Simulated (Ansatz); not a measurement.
A run of Ansatz 0.2.0:

Contents of input.yaml:

```yaml
crystal:
  lattice:
    - [4.348053, 0.0, 0.0]
    - [0.0, 4.348053, 0.0]
    - [0.0, 0.0, 2.76746]
  atoms:
    - { symbol: Mo, position: [0.0, 0.0, 0.0] }
    - { symbol: Mo, position: [0.5, 0.5, 0.0] }
    - { symbol: "N", position: [0.611647, 0.888353, 0.5] }
    - { symbol: "N", position: [0.388353, 0.111647, 0.5] }
    - { symbol: "N", position: [0.111647, 0.611647, 0.5] }
    - { symbol: "N", position: [0.888353, 0.388353, 0.5] }
hamiltonian:
  xc: pbe
  pseudopotentials: { kind: paw }
kpoints:
  mp_grid: { grid: [6, 6, 10] }
scf:
  occupations: { method: fermi_dirac, width: 0.05 }
output:
  forces: true
  stress: true
  eigenvalues: true
relax:
  f_tol: 0.01
  max_steps: 40
  cell: { stress_tol: 0.05 }
```

Potentials or basis: Ansatz PAW.

Run with:

```sh
$ ansatz run input.yaml --threads 2 --pin off --max-ram 5632MiB --backend cpu --events-out ev --progress --plain --runs-dir out
```

Hardware: 2 threads of AMD EPYC 7R43 64-Core Processor (Zen 3) (shared host).

Question: How long does it take, and how much memory?

Answer: Wall time 30 s on 2 threads of AMD EPYC 7R43 64-Core Processor (Zen 3), with other jobs on the host, peak memory 0.44 GiB. Counts: scf iterations 52, plane waves 1009, k points 60, bands 30, ion steps 8.
